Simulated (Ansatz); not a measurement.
Runs of Ansatz 0.2.0 on Pb6Cl. The cell holds a slab with vacuum, 14 atoms: a = 6.986 Å, b = 6.986 Å, c = 24.938 Å, α = 90.00°, β = 90.00°, γ = 90.00°. 

| potentials or basis | cutoff (eV) | gap on the mesh (eV) | largest force (eV/Å) | work function (eV) |
| --- | --- | --- | --- | --- |
| Ansatz PAW | 420 | none | 2.50 | 5.19 |
| PseudoDojo stringent (PBE files) | 1197 | none | 2.50 | 5.20 |
| Ansatz PAW earlier set | 900 | none | 2.51 | 5.19 |
| JTH PAW | 1800 | none | 2.50 | 5.19 |
| PseudoDojo standard (PBE files) | 850 | none | (a) | 5.20 |
| SPMS NC | 544 | none | 2.55 | 5.20 |
| Ansatz PAW earlier set | 660 | none | 2.51 | 5.19 |

Alike in all rows: task single point; level PBE; no spin polarisation; cell Cl2 (upright) over a top site of the (1 0 0) slab of Pb, cut from the database cell, not relaxed; k mesh 4 × 4 × 1; smearing fermi-dirac 0.05 eV.

Problem. Estimate the missing entries.

Solution. (a) 2.49.

A k mesh can miss the band edges, and the runs leave out spin-orbit coupling on Pb.

A gap of «none» marks a metal or a gap under the smearing width.

The runs don't all hold the same shells in valence.
